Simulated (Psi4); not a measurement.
# One shape, several levels: doublet InCl2F+

Aim: a comparison of 4 runs (U-wB97M-V/def2-SVP, U-wB97X/def2-SVP, UB2PLYP/def2-SVP, UCAM-B3LYP/def2-SVP) of doublet InCl2F+. 

The results are computed with Psi4 1.11.

4 further runs of the same task are left out: 2 that didn't finish, 2 set aside as unsound or not needed.

## 1. The system as given

The species is InCl2F+ (4 atoms), meant as a doublet with charge +1. SMILES of the parent species: `[F][In]([Cl])[Cl]`. The shape is that of a PBE0-D4/def2-TZVP optimisation. That shape belongs to the parent species and isn't relaxed for this state.

Bond lengths: F1–In2 1.926 Å, In2–Cl3 2.285 Å, In2–Cl4 2.285 Å. Angles: F1–In2–Cl3 117.6°, F1–In2–Cl4 117.6°, Cl3–In2–Cl4 124.8°.

## 2. A single-point energy at U-wB97M-V/def2-SVP (core potential) (run 1)

input.json

```json
{
 "schema_name": "qcschema_input",
 "schema_version": 1,
 "molecule": {
  "schema_name": "qcschema_molecule",
  "schema_version": 2,
  "symbols": ["F", "In", "Cl", "Cl"],
  "geometry": [0.43633776, 1.87479729, 3.17266119, 0.03609377, 0.01738548, 0.06727425, 2.26804929, -3.65340752, -0.37000838, -2.63560103, 1.64727426, -2.90828851],
  "molecular_charge": 1,
  "molecular_multiplicity": 2,
  "fix_symmetry": "c1"
 },
 "driver": "energy",
 "model": {
  "method": "wb97m-v",
  "basis": "def2-SVP"
 },
 "keywords": {
  "reference": "uks",
  "puream": true,
  "e_convergence": 1e-09,
  "d_convergence": 1e-08,
  "scf_type": "pk",
  "dft_radial_points": 99,
  "dft_spherical_points": 590,
  "maxiter": 100
 }
}
```

Run with:

```console
$ psi4 --qcschema input.json -n 1 --memory 2200MB
```

stdout:

```text
[...]
    !!!  WARNING: ECP capability is in beta. Please check occupations closely.  !!!
[...]
  Running in c1 symmetry.
[...]
  Nuclear repulsion =  299.904224818262151
[...]
  Multiplicity = 2
[...]
  Nalpha       = 32
  Nbeta        = 31
[...]
    Number of basis functions: 76
[...]
   @UKS iter   1: -1209.43575500181828   -9.01687e-01   6.72222e-03 DIIS/ADIIS
[...]
   @UKS iter  35: -1209.56381633567298   -2.54659e-11   8.14028e-09 DIIS
[...]
   @S^2 Observed:                7.660682211E-01
[...]
  @UKS Final Energy: -1209.56381633567298
   => Energetics <=
    Nuclear Repulsion Energy =            299.9042248182621506
    One-Electron Energy =               -2327.2430957292135645
    Two-Electron Energy =                 880.3882887447387020
    DFT Exchange-Correlation Energy =     -62.8692043432413428
    Empirical Dispersion Energy =           0.0000000000000000
    VV10 Nonlocal Energy =                  0.2559701737808946
    Total Energy =                      -1209.5638163356729819
[...]
 Multipole Moments:
 ------------------------------------------------------------------------------------
     Multipole            Electronic (a.u.)      Nuclear  (a.u.)        Total (a.u.)
 ------------------------------------------------------------------------------------
 L = 1.  Multiply by 2.5417464519 to convert [e a0] to [Debye]
 Dipole X            :          1.2787516           -1.4328124           -0.1540608
 Dipole Y            :          5.9417821           -6.6504950           -0.7087129
 Dipole Z            :          9.9356529          -11.1229823           -1.1873294
 Magnitude           :                                                    1.3913159
[...]
```

The result, in JSON:

```text
{
 "driver": "energy",
 "model": {
  "method": "wb97m-v",
  "basis": "def2-SVP"
 },
 "success": true,
 "return_result": -1209.563816335673,
 "properties": {
  "calcinfo_nbasis": 76,
  "calcinfo_nmo": 76,
  "calcinfo_nalpha": 32,
  "calcinfo_nbeta": 31,
  "calcinfo_natom": 4,
  "nuclear_repulsion_energy": 299.90422481826215,
  "return_energy": -1209.563816335673,
  "scf_one_electron_energy": -2327.2430957292136,
  "scf_two_electron_energy": 880.3882887447387,
  "scf_vv10_energy": 0.25597017378089465,
  "scf_xc_energy": -62.86920434324134,
  "scf_dipole_moment": [-0.15406076130606428, -0.7087129316714433, -1.1873294129497811],
  "scf_total_energy": -1209.563816335673,
  "scf_iterations": 35
 }
}
```

It took 2.7 min on 1 thread of Intel Xeon Platinum 8259CL at 2.50GHz (Skylake/Cascade Lake), shared host; peak memory 1.2 GiB.

## 3. Energy and gradient at U-wB97X/def2-SVP (core potential) (run 2)

cl2fin.xyz

```xyz
4
Cl2FIn
F      0.230900     0.992100     1.678900
In     0.019100     0.009200     0.035600
Cl     1.200200    -1.933300    -0.195800
Cl    -1.394700     0.871700    -1.539000
```

job.py

```python
import psi4

psi4.set_memory(2200000000)
psi4.set_num_threads(1)
psi4.core.set_output_file('run.log', False)

with open('cl2fin.xyz') as f:
    atoms = ''.join(f.readlines()[2:])
mol = psi4.geometry('1 2\n' + atoms + 'symmetry c1\nno_reorient\nno_com')

psi4.set_options({
    'basis': 'def2-SVP',
    'reference': 'uks',
    'puream': True,
    'e_convergence': 1e-09,
    'd_convergence': 1e-08,
    'scf_type': 'pk',
    'dft_radial_points': 99,
    'dft_spherical_points': 590,
    'maxiter': 100,
})

e_tot, wfn = psi4.gradient('WB97X', molecule=mol, return_wfn=True)
psi4.oeprop(wfn, 'MULLIKEN_CHARGES', 'QUADRUPOLE', 'MAYER_INDICES', title='WB97X')
print('gradient / Eh bohr^-1')
print(e_tot.np.round(6))
print(f'energy = {wfn.energy():.10f} Eh')
```

Run with:

```console
$ python job.py
```

run.log:

```text
[...]
  Running in c1 symmetry.
[...]
  Nuclear repulsion =  299.904224814640884
[...]
  Multiplicity = 2
[...]
  Nalpha       = 32
  Nbeta        = 31
[...]
    Number of basis functions: 76
[...]
   @UKS iter   1: -1209.54987533513190   -9.25236e-01   7.10352e-03 DIIS/ADIIS
[...]
   @UKS iter  47: -1209.68900871125493   -3.61069e-10   9.67313e-09 DIIS
[...]
   @S^2 Observed:                7.712515697E-01
[...]
  @UKS Final Energy: -1209.68900871125493
   => Energetics <=
    Nuclear Repulsion Energy =            299.9042248146408838
    One-Electron Energy =               -2327.3503504884010908
    Two-Electron Energy =                 879.9529567807799140
    DFT Exchange-Correlation Energy =     -62.1958398182743011
    Empirical Dispersion Energy =           0.0000000000000000
    VV10 Nonlocal Energy =                  0.0000000000000000
    Total Energy =                      -1209.6890087112547008
[...]
  -Total Gradient:
     Atom            X                  Y                   Z
    ------   -----------------  -----------------  -----------------
       1        0.001014957942     0.004474112311     0.007574214683
       2       -0.004895869663    -0.020963735179    -0.035763733979
       3       -0.008468161697     0.019273812504     0.008425508191
       4        0.012293485974    -0.003068491429     0.019299286637
[...]
  Mulliken Charges: (a.u.)
   Center  Symbol    Alpha    Beta     Spin     Total
       1     F     4.67200  4.67586 -0.00385 -0.34786
       2    IN     9.95212 10.02911 -0.07699  1.01877
       3    CL     8.68713  8.14993  0.53720  0.16293
       4    CL     8.68874  8.14510  0.54364  0.16616
   Total alpha = 32.00000, Total beta = 31.00000, Total charge =  1.00000
  Mayer Bond Indices:
  Total Bond Index:
  Irrep: 1 Size: 4 x 4
[...]
```

The script printed:

```text
gradient / Eh bohr^-1
[[ 0.001015  0.004474  0.007574]
 [-0.004896 -0.020964 -0.035764]
 [-0.008468  0.019274  0.008426]
 [ 0.012293 -0.003068  0.019299]]
energy = -1209.6890087113 Eh
```

Run time: 50 s. Hardware: 1 thread of Intel Xeon Platinum 8259CL at 2.50GHz (Skylake/Cascade Lake), shared host; peak memory 0.65 GiB.

Run 3 isn't shown in full; the table further down has it.

## 4. A single-point energy at UCAM-B3LYP/def2-SVP (core potential) (run 4)

cl2fin.inp

```
memory 2.2 GB

molecule m {
  1 2
  F
  In 1 r2
  Cl 2 r3 1 a3
  Cl 2 r4 1 a4 3 d4

  r2 = 1.926496
  r3 = 2.285137
  a3 = 117.59728
  r4 = 2.285192
  a4 = 117.59429
  d4 = -179.99539
  units angstrom
  symmetry c1
  no_reorient
  no_com
}

set basis def2-SVP
set reference uks
set puream true
set e_convergence 1e-09
set d_convergence 1e-08
set scf_type pk
set dft_radial_points 99
set dft_spherical_points 590
set maxiter 100

energy_value, wavefunction = energy('cam-b3lyp', return_wfn=True)
oeprop(wavefunction, 'MULLIKEN_CHARGES', 'MAYER_INDICES', 'QUADRUPOLE')
print_variables()
```

Run with:

```console
$ psi4 -n 1 cl2fin.inp cl2fin.out
```

cl2fin.out:

```text
[...]
  Running in c1 symmetry.
[...]
  Nuclear repulsion =  299.904196486732303
[...]
  Multiplicity = 2
[...]
  Nalpha       = 32
  Nbeta        = 31
[...]
    Number of basis functions: 76
[...]
   @UKS iter   1: -1209.55972938820946   -7.90329e-01   6.28836e-03 ADIIS/DIIS
[...]
   @UKS iter  27: -1209.66131761554516   -1.40972e-11   5.04193e-09 DIIS
[...]
   @S^2 Observed:                7.657900306E-01
[...]
  @UKS Final Energy: -1209.66131761554516
   => Energetics <=
    Nuclear Repulsion Energy =            299.9041964867323031
    One-Electron Energy =               -2327.4150440429202717
    Two-Electron Energy =                 880.8512049843753857
    DFT Exchange-Correlation Energy =     -63.0016750437326252
    Empirical Dispersion Energy =           0.0000000000000000
    VV10 Nonlocal Energy =                  0.0000000000000000
    Total Energy =                      -1209.6613176155451583
[...]
 Multipole Moments:
 ------------------------------------------------------------------------------------
     Multipole            Electronic (a.u.)      Nuclear  (a.u.)        Total (a.u.)
 ------------------------------------------------------------------------------------
 L = 1.  Multiply by 2.5417464519 to convert [e a0] to [Debye]
 Dipole X            :          0.0018880           -0.0018540            0.0000340
 Dipole Y            :         -0.0005777            0.0011830            0.0006053
 Dipole Z            :        -11.6410770           13.0385119            1.3974349
 Magnitude           :                                                    1.3974350
 L = 2.  Multiply by 1.3450342976 to convert [e a0^2] to [Debye ang]
 Quadrupole XX       :        -33.8279612            0.0000012          -33.8279600
 Quadrupole XY       :          0.0197512           -0.0200344           -0.0002832
[...]
```

It took 32 s on 1 thread of Intel Xeon Platinum 8259CL at 2.50GHz (Skylake/Cascade Lake), shared host; peak memory 0.65 GiB.

## 5. All runs side by side

| run | level | task | frozen core orbitals | energy (Eh) | HOMO energy (eV) | LUMO energy (eV) | ⟨S²⟩ | wall time |
| --- | --- | --- | --- | --- | --- | --- | --- | --- |
| 1 | U-wB97M-V/def2-SVP (core potential) | energy | 0 | -1209.563816 | -16.88 | -12.56 | 0.766 | 2.7 min |
| 2 | U-wB97X/def2-SVP (core potential) | gradient | 0 | -1209.689009 | -16.96 | -12.57 | 0.771 | 50 s |
| 3 | UB2PLYP/def2-SVP (core potential, density fitting for correlation) | energy | 15 | -1209.054298 | -15.63 | -12.93 | 0.777 | 28 s |
| 4 | UCAM-B3LYP/def2-SVP (core potential) | energy | 0 | -1209.661318 | -16.09 | -13.18 | 0.766 | 32 s |

## 6. What came out

| quantity | value |
| --- | --- |
| run 4: total energy | -1209.66132 Eh |
| run 4: HOMO energy (highest over α and β) | -16.09 eV |
| run 4: LUMO energy (lowest over α and β) | -13.18 eV |
| run 4: ⟨S²⟩ | 0.766 |

What this shows: Totals of different functionals can't be ranked against each other. All runs together took 4.5 min, the longest 2.7 min.
